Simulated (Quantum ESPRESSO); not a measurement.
# TiCo (Pm-3m) in Quantum ESPRESSO: notebook, part 2 of 2

Quantum ESPRESSO 7.5.

## Step 3: Single point, LDA, collinear spin, ferromagnetic start, 12.51 Å³/atom

Contents of pw.in:

```
&CONTROL
  calculation = 'scf'
  prefix = 'pwscf'
  outdir = './tmp'
  pseudo_dir = './pseudo'
  tprnfor = .true.
  tstress = .true.
  disk_io = 'nowf'
/
&SYSTEM
  ibrav = 0
  nat = 2
  ntyp = 2
  ecutwfc = 56
  ecutrho = 448
  nbnd = 25
  occupations = 'smearing'
  smearing = 'fd'
  degauss = 0.00367493
  nspin = 2
  starting_magnetization(1) = 0.1176
  starting_magnetization(2) = 0.0833
/
&ELECTRONS
  conv_thr = 4d-10
  electron_maxstep = 120
  mixing_beta = 0.3
/
ATOMIC_SPECIES
Co    58.9332 co_lda_v1.2.uspp.F.UPF
Ti    47.8670 ti_lda_v1.4.uspp.F.UPF
CELL_PARAMETERS angstrom
   2.9251528449    0.0000000000    0.0000000000
   0.0000000000    2.9251528449    0.0000000000
   0.0000000000    0.0000000000    2.9251528449
ATOMIC_POSITIONS crystal
Co     0.5000000000    0.5000000000    0.5000000000
Ti     0.0000000000    0.0000000000    0.0000000000
K_POINTS automatic
9 9 9 0 0 0
```

Potentials or basis: GBRV 1.5 LDA.

Command:

```bash
$ OMP_NUM_THREADS=1 mpirun -n 2 pw.x -nk 2 -in pw.in > pw.out
```

pw.out:

```text
This program is part of the open-source Quantum ESPRESSO suite
     for quantum simulation of materials; please cite
         "P. Giannozzi et al., J. Phys.:Condens. Matter 21 395502 (2009);
         "P. Giannozzi et al., J. Phys.:Condens. Matter 29 465901 (2017);
         "P. Giannozzi et al., J. Chem. Phys. 152 154105 (2020);
     in publications or presentations arising from this work. More details at

     Message from routine setup:
     using ibrav=0 with symmetry is DISCOURAGED, use correct ibrav instead

     K-points division:     npool     =       2
     Subspace diagonalization in iterative solution of the eigenvalue problem:
     a serial algorithm will be used

     G-vector sticks info
     --------------------
     sticks:   dense  smooth     PW     G-vecs:    dense   smooth      PW
     Sum        1093     553    177                27081     9627    1743

     Using Slab Decomposition

[... 1050 lines left out ...]
   -76.8663 -40.5977 -40.5975 -40.5975 -38.9142 -15.7033 -15.7033 -15.7032
    14.6389  14.8118  14.8118  15.1901  15.1901  15.1921  16.9158  16.9158
    20.6453  20.6453  24.7868  25.3222  26.1388  26.1388  28.3670  28.3670
    29.0348

     the Fermi energy is    17.4055 ev

!    total energy              =    -417.64640603 Ry
     estimated scf accuracy    <          1.5E-10 Ry
     smearing contrib. (-TS)   =      -0.00208339 Ry
     internal energy E=F+TS    =    -417.64432263 Ry

     The total energy is F=E-TS. E is the sum of the following terms:
     one-electron contribution =    -204.00501776 Ry
     hartree contribution      =     117.97922437 Ry
     xc contribution           =     -50.17614633 Ry
     ewald contribution        =    -281.44238292 Ry

     total magnetization       =    -0.00 Bohr mag/cell
     absolute magnetization    =     0.00 Bohr mag/cell

     convergence has been achieved in  36 iterations

     negative rho (up, down):  1.877E-04 1.877E-04

     Forces acting on atoms (cartesian axes, Ry/au):

     atom    1 type  1   force =     0.00000000    0.00000000    0.00000000
     atom    2 type  2   force =     0.00000000    0.00000000    0.00000000

     Total force =     0.000000     Total SCF correction =     0.000000

     Computing stress (Cartesian axis) and pressure

     negative rho (up, down):  1.877E-04 1.877E-04
          total   stress  (Ry/bohr**3)                   (kbar)     P=      -49.60
  -0.00033717   0.00000000   0.00000000          -49.60        0.00        0.00
   0.00000000  -0.00033717   0.00000000            0.00      -49.60        0.00
   0.00000000   0.00000000  -0.00033717            0.00        0.00      -49.60

=------------------------------------------------------------------------------=
   JOB DONE.
=------------------------------------------------------------------------------=
```

Run time: 46 s. Hardware: 2 MPI ranks of Arm Neoverse V2, shared host; peak memory 0.24 GiB.

What came out:

```yaml
Free_energy: -5682.3688 eV
Pressure: -5.0 GPa
Band_gap_on_the_k_mesh: none (metal or under the smearing width)
Net_moment: 0.00 μB per cell
Absolute_moment: 0.00 μB per cell
Valence_electrons_inside_the_program's_atomic_spheres: Co 15.84; Ti 9.98
```

Caveat: the starting moments collapsed, and a magnetic state may lie lower.

## Step 4: Single point, LDA, collinear spin, ferromagnetic start, 12.78 Å³/atom

pw.in: that of step 3 with these lines changed.

```diff
@@ -32,5 +32,5 @@
 CELL_PARAMETERS angstrom
-   2.9251528449    0.0000000000    0.0000000000
-   0.0000000000    2.9251528449    0.0000000000
-   0.0000000000    0.0000000000    2.9251528449
+   2.9457531915    0.0000000000    0.0000000000
+   0.0000000000    2.9457531915    0.0000000000
+   0.0000000000    0.0000000000    2.9457531915
 ATOMIC_POSITIONS crystal
```

Command:

```bash
$ OMP_NUM_THREADS=1 mpirun -n 2 pw.x -nk 2 -in pw.in > pw.out
```

Wall time 60 s (2 MPI ranks of Arm Neoverse V2, shared host); peak memory 0.24 GiB.

Results (log left out):

| Quantity | Value |
| --- | --- |
| Free energy | -5682.3462 eV |
| Pressure | -8.8 GPa |
| Band gap on the k mesh | none (metal or under the smearing width) |
| Net moment | 0.00 μB per cell |
| Absolute moment | 0.00 μB per cell |
| Valence electrons inside the program's atomic spheres | Co 15.86; Ti 9.99 |

Caveat: the starting moments collapsed, and a magnetic state may lie lower.

## Step 5: Single point, LDA, collinear spin, ferromagnetic start, 13.05 Å³/atom

pw.in: that of step 4 with these lines changed.

```diff
@@ -32,5 +32,5 @@
 CELL_PARAMETERS angstrom
-   2.9457531915    0.0000000000    0.0000000000
-   0.0000000000    2.9457531915    0.0000000000
-   0.0000000000    0.0000000000    2.9457531915
+   2.9660693728    0.0000000000    0.0000000000
+   0.0000000000    2.9660693728    0.0000000000
+   0.0000000000    0.0000000000    2.9660693728
 ATOMIC_POSITIONS crystal
```

Command:

```bash
$ OMP_NUM_THREADS=1 mpirun -n 2 pw.x -nk 2 -in pw.in > pw.out
```

Wall time 51 s (2 MPI ranks of Arm Neoverse V2, shared host); peak memory 0.24 GiB.

The run converged. Its results:

| Item | Value |
| --- | --- |
| Free energy | -5682.3216 eV |
| Pressure | -11.7 GPa |
| Band gap on the k mesh | none (metal or under the smearing width) |
| Net moment | 0.47 μB per cell |
| Absolute moment | 0.58 μB per cell |
| Site moments | Co +0.53; Ti -0.03 μB |
| Valence electrons inside the program's atomic spheres | Co 15.87; Ti 10.00 |

## Step 6: Single point, LDA, collinear spin, ferromagnetic start, 13.31 Å³/atom

pw.in: that of step 5 with these lines changed.

```diff
@@ -32,5 +32,5 @@
 CELL_PARAMETERS angstrom
-   2.9660693728    0.0000000000    0.0000000000
-   0.0000000000    2.9660693728    0.0000000000
-   0.0000000000    0.0000000000    2.9660693728
+   2.9861109900    0.0000000000    0.0000000000
+   0.0000000000    2.9861109900    0.0000000000
+   0.0000000000    0.0000000000    2.9861109900
 ATOMIC_POSITIONS crystal
```

Potentials or basis: GBRV 1.5 LDA.

Command:

```bash
$ OMP_NUM_THREADS=1 mpirun -n 2 pw.x -nk 2 -in pw.in > pw.out
```

It took 44 s on 2 MPI ranks of Arm Neoverse V2, shared host; peak memory 0.24 GiB.

Results (log left out):

| Quantity | Value |
| --- | --- |
| Free energy | -5682.2777 eV |
| Pressure | -14.8 GPa |
| Band gap on the k mesh | none (metal or under the smearing width) |
| Net moment | 0.49 μB per cell |
| Absolute moment | 0.63 μB per cell |
| Site moments | Co +0.56; Ti -0.03 μB |
| Valence electrons inside the program's atomic spheres | Co 15.89; Ti 10.01 |

## Step 7: Single point, LDA, collinear spin, ferromagnetic start, 13.58 Å³/atom

pw.in: that of step 6 with these lines changed.

```diff
@@ -32,5 +32,5 @@
 CELL_PARAMETERS angstrom
-   2.9861109900    0.0000000000    0.0000000000
-   0.0000000000    2.9861109900    0.0000000000
-   0.0000000000    0.0000000000    2.9861109900
+   3.0058871358    0.0000000000    0.0000000000
+   0.0000000000    3.0058871358    0.0000000000
+   0.0000000000    0.0000000000    3.0058871358
 ATOMIC_POSITIONS crystal
```

Command:

```bash
$ OMP_NUM_THREADS=1 mpirun -n 2 pw.x -nk 2 -in pw.in > pw.out
```

Run time: 43 s. Hardware: 2 MPI ranks of Arm Neoverse V2, shared host; peak memory 0.24 GiB.

It converged, with:

- Free energy: -5682.2243 eV
- Pressure: -17.5 GPa
- Band gap on the k mesh: none (metal or under the smearing width)
- Net moment: 0.51 μB per cell
- Absolute moment: 0.67 μB per cell
- Site moments: Co +0.59; Ti -0.04 μB
- Valence electrons inside the program's atomic spheres: Co 15.90; Ti 10.02

## Step 8: Single point, LDA, collinear spin, ferromagnetic start, 13.85 Å³/atom

pw.in: that of step 7 with these lines changed.

```diff
@@ -32,5 +32,5 @@
 CELL_PARAMETERS angstrom
-   3.0058871358    0.0000000000    0.0000000000
-   0.0000000000    3.0058871358    0.0000000000
-   0.0000000000    0.0000000000    3.0058871358
+   3.0254064304    0.0000000000    0.0000000000
+   0.0000000000    3.0254064304    0.0000000000
+   0.0000000000    0.0000000000    3.0254064304
 ATOMIC_POSITIONS crystal
```

Command:

```bash
$ OMP_NUM_THREADS=1 mpirun -n 2 pw.x -nk 2 -in pw.in > pw.out
```

Wall time 50 s (2 MPI ranks of Arm Neoverse V2, shared host); peak memory 0.24 GiB.

The run converged. Its results:

```yaml
Free_energy: -5682.1625 eV
Pressure: -19.9 GPa
Band_gap_on_the_k_mesh: none (metal or under the smearing width)
Net_moment: 0.54 μB per cell
Absolute_moment: 0.72 μB per cell
Site_moments: Co +0.63; Ti -0.05 μB
Valence_electrons_inside_the_program's_atomic_spheres: Co 15.92; Ti 10.04
```

## Step 9: Single point, LDA, collinear spin, ferromagnetic start, 14.11 Å³/atom

pw.in: that of step 8 with these lines changed.

```diff
@@ -32,5 +32,5 @@
 CELL_PARAMETERS angstrom
-   3.0254064304    0.0000000000    0.0000000000
-   0.0000000000    3.0254064304    0.0000000000
-   0.0000000000    0.0000000000    3.0254064304
+   3.0446770546    0.0000000000    0.0000000000
+   0.0000000000    3.0446770546    0.0000000000
+   0.0000000000    0.0000000000    3.0446770546
 ATOMIC_POSITIONS crystal
```

Potentials or basis: GBRV 1.5 LDA.

Command:

```bash
$ OMP_NUM_THREADS=1 mpirun -n 2 pw.x -nk 2 -in pw.in > pw.out
```

It took 47 s on 2 MPI ranks of Arm Neoverse V2, shared host; peak memory 0.24 GiB.

It converged, with:

```
Free energy                                           : -5682.0933 eV
Pressure                                              : -21.9 GPa
Band gap on the k mesh                                : none (metal or under the smearing width)
Net moment                                            : 0.56 μB per cell
Absolute moment                                       : 0.78 μB per cell
Site moments                                          : Co +0.67; Ti -0.06 μB
Valence electrons inside the program's atomic spheres : Co 15.93; Ti 10.05
```

## Step 10: Equation of state, LDA, collinear spin, ferromagnetic start

Potentials or basis: GBRV 1.5 LDA.

No new run: the results of the series are fitted here.

Results:

```yaml
Equilibrium_volume: "12.28 Å³/atom (rough: see the caveat)"
Bulk_modulus: 193 GPa (rough)
```

Energy against volume, from the lowest point:
```tsv
volume (Å³/atom)	energy (meV/atom)
12.515	0.00
12.781	11.34
13.047	23.64
13.313	45.56
13.580	72.24
13.846	103.17
14.112	137.77
```

Caveat: the fit is doubtful: noisy points or a state that changes with volume; the minimum lies outside the volumes run.
